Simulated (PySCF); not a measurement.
# CH3BFNO (SMILES NC1(F)BO1) at CAM-B3LYP/6-31G(d) (spherical functions)

What is the energy change on altering one bond length of CH3BFNO at CAM-B3LYP/6-31G* (spherical functions)? Input form: a Python script.

The calculation is run with PySCF 2.14.0.

1 further run of the same task is left out (set aside as unsound or not needed).

### Step 1. The molecule

CH3BFNO has 8 atoms, charge 0, and is taken as a singlet. As SMILES, `NC1(F)BO1`. The coordinates come from a PBE0-D4/def2-TZVP relaxation. This is one conformer, not always the lowest.

Bond lengths: N1–C2 1.387 Å, C2–F3 1.372 Å, C2–B4 1.510 Å, C2–O5 1.462 Å, B4–O5 1.335 Å, N1–H6 1.009 Å, N1–H7 1.013 Å, B4–H8 1.182 Å. Some angles: N1–C2–F3 113.8°, N1–C2–B4 127.1°, N1–C2–O5 115.3°, F3–C2–B4 118.6°, F3–C2–O5 108.3°, B4–C2–O5 53.3°, C2–B4–O5 61.5°, C2–O5–B4 65.2°, C2–N1–H6 112.2°, C2–N1–H7 112.6°.

### Step 2. A single-point energy at CAM-B3LYP/6-31G(d) (spherical functions)

run.py

```python
from pyscf import gto, dft

system = gto.M(
    atom='''
N     -0.431000     1.148400     0.184600
C      0.054100    -0.061200    -0.289600
F      0.122100    -0.132700    -1.658300
B      0.337600    -1.307200     0.515100
O      1.346900    -0.473000     0.255300
H     -1.439500     1.170100     0.211400
H     -0.075300     1.941600    -0.336200
H      0.177200    -2.343100     1.061900
''',
    spin=0,
    verbose=3,
    basis='6-31g*',
    charge=0,
    max_memory=1860,
)

mf = dft.RKS(system, xc='cam-b3lyp')
mf.grids.level = 5
mf.conv_tol = 1e-10
mf.kernel()
if not mf.converged:
    mf = mf.newton().run(mf.mo_coeff, mf.mo_occ)

etot = mf.e_tot
print(f'total energy: {etot:.8f} hartree')
```

Started as:

```
$ OMP_NUM_THREADS=1 python run.py
```

Output:

```text
converged SCF energy = -294.443736547102
total energy: -294.44373655 hartree
```

Wall time 23 s (1 thread of Intel Xeon at 2.70GHz, shared host); peak memory 0.39 GiB.

### Step 3. The distorted shape

run.py

```python
from pyscf import gto, dft

system = gto.M(
    atom='''
N     -0.952002     2.513094     0.483282
C      0.102234    -0.115651    -0.547265
F      0.230736    -0.250767    -3.133733
B      0.637972    -2.470250     0.973398
O      2.545272    -0.893840     0.482447
H     -2.857791     2.554101     0.533927
H     -0.279827     4.012025    -0.500887
H      0.334859    -4.427817     2.006700
''',
    max_memory=1860,
    spin=0,
    unit='bohr',
    basis='6-31g*',
    verbose=3,
)

calc0 = dft.RKS(system)
calc0.xc = 'cam-b3lyp'
calc0.grids.level = 5
calc0.conv_tol = 1e-10
calc0.kernel()
if not calc0.converged:
    calc0 = calc0.newton().run(calc0.mo_coeff, calc0.mo_occ)

e_tot = calc0.e_tot
print(f'total energy: {e_tot:.8f} hartree')
```

Started as:

```
$ OMP_NUM_THREADS=1 python run.py
```

Output:

```text
converged SCF energy = -294.422575618195
total energy: -294.42257562 hartree
```

It took 19 s on 1 thread of Intel Xeon at 2.70GHz, shared host; peak memory 0.39 GiB.

### Step 4. What came out

Level: CAM-B3LYP/6-31G* (spherical functions).

| quantity | value |
| --- | --- |
| first shape: total energy | -294.44374 Eh |
| first shape: dipole moment | 2.02 D |
| first shape: HOMO energy | -9.18 eV |
| first shape: LUMO energy | 1.03 eV |
| first shape: HOMO–LUMO gap | 10.21 eV |
| distorted shape: total energy | -294.42258 Eh |
| distorted shape: dipole moment | 1.72 D |
| distorted shape: HOMO energy | -8.94 eV |
| distorted shape: LUMO energy | 0.84 eV |
| distorted shape: HOMO–LUMO gap | 9.77 eV |
| energy change with the N1–C2 bond stretched from 1.387 to 1.595 Å | 0.576 eV |

What this shows: With the N1–C2 bond stretched from 1.387 to 1.595 Å the energy rises by 0.58 eV (55.6 kJ/mol). The first shape isn't relaxed at this level, so the change isn't measured from a minimum. Mulliken charges (first shape) run from -0.73 on N1 to +0.51 on C2.
